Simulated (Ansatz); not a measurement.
# HfH4S4: shape, modes and thermochemistry

What shape does HfH4S4 take? The plan is to relax it, check the end point by its vibrations and derive ideal-gas thermochemistry, and look at its orbitals and charge.

The runs use Ansatz 0.2.0, Gaussian basis; RKS PBE0-D4/def2-TZVP.

Levels to be run: relaxation at PBE0-D4/def2-TZVP; harmonic vibrations at the same level; a single point in def2-TZVPP for the fields.

## Step 1: Where the work starts

SMILES `[SH][Hf]([SH])([SH])[SH]`, 9 atoms, charge 0, spin multiplicity 1.

Atoms are counted from 1 here; the program's logs count them from 0.

Bond lengths: S1–Hf2 2.531 Å, S1–H6 1.326 Å, Hf2–S3 2.531 Å, Hf2–S4 2.532 Å, Hf2–S5 2.531 Å, S3–H7 1.326 Å, S4–H8 1.326 Å, S5–H9 1.326 Å. Angles: Hf2–S1–H6 97.3°, S1–Hf2–S3 90.0°, S1–Hf2–S4 179.9°, S1–Hf2–S5 90.0°, S3–Hf2–S4 90.0°, S3–Hf2–S5 179.8°, S4–Hf2–S5 90.0°, Hf2–S3–H7 97.3°, Hf2–S4–H8 97.3°, Hf2–S5–H9 97.4°.

Geometry (Å):

```
S     0.6375    1.8912   -1.5582
Hf   -0.0003    0.0005   -0.0008
S     1.9967   -1.3333   -0.8013
S    -0.6403   -1.8934    1.5538
S    -1.9934    1.3359    0.8061
H    -0.3575    2.7100   -1.2448
H     2.4625   -0.4392   -1.6630
H     0.3530   -2.7140    1.2394
H    -2.4583    0.4423    1.6688
```

The start is a GFN2-xTB geometry. Hf takes the def2 core potential; no spin-orbit term is included.

## Step 2: Optimising with PBE0-D4/def2-TZVP

The input, in.yaml:

```yaml
crystal:
  periodic: [false, false, false]
  atoms:
    - {symbol: S, position_ang: [0.637540, 1.891150, -1.558230]}
    - {symbol: Hf, position_ang: [-0.000270, 0.000480, -0.000800]}
    - {symbol: S, position_ang: [1.996720, -1.333280, -0.801260]}
    - {symbol: S, position_ang: [-0.640310, -1.893400, 1.553780]}
    - {symbol: S, position_ang: [-1.993390, 1.335900, 0.806090]}
    - {symbol: H, position_ang: [-0.357490, 2.710050, -1.244780]}
    - {symbol: H, position_ang: [2.462480, -0.439230, -1.663050]}
    - {symbol: H, position_ang: [0.353030, -2.714000, 1.239420]}
    - {symbol: H, position_ang: [-2.458310, 0.442340, 1.668840]}
basis:
  gaussian: {orbitals: def2-TZVP}
hamiltonian: {xc: pbe0, dispersion: d4}
relax: {f_tol: 0.005, max_steps: 150}
```

Command:

```
ansatz run in.yaml --threads 2 --pin off --events-out ev --progress --plain --max-ram 22528MiB --backend cuda --devices 0, --max-vram 18GiB
```

After this run come: Harmonic vibrations; A single point for the fields.

**Question.** What will the summary of the whole plan be? Wanted: point group; shift from the start; total energy; dispersion term; dipole moment; lowest, highest wavenumber; zero-point energy; HOMO, LUMO.

The runs gave:

```
                  quantity            value
               point group               S4
                     steps               20
shift from the start (rms)          1.151 Å
              total energy   -44705.2338 eV
           dispersion term         -278 meV
             dipole moment           0.00 D
lowest, highest wavenumber    71, 2683 cm⁻¹
         zero-point energy      90.5 kJ/mol
       entropy at 298.15 K  455.1 J/(mol K)
                HOMO, LUMO  -7.95, -1.99 eV
```

The atoms moved 1.15 Å (rms) from the start; the bond that changed most is Hf2–S4, from 2.532 to 2.426 Å. All wavenumbers are real, so the end point is a minimum. The stiffest mode, 2683 cm⁻¹, is an S–H stretch, and 7 modes under 200 cm⁻¹ make the vibrational entropy uncertain. Harmonic hybrid wavenumbers usually lie a few per cent above measured fundamentals. The largest Mulliken charge, +0.95 e, sits on Hf2. The HOMO lies mostly on 4 S atoms about 20 % each and the LUMO on Hf2 61 %; 4 S atoms about 6 % each.
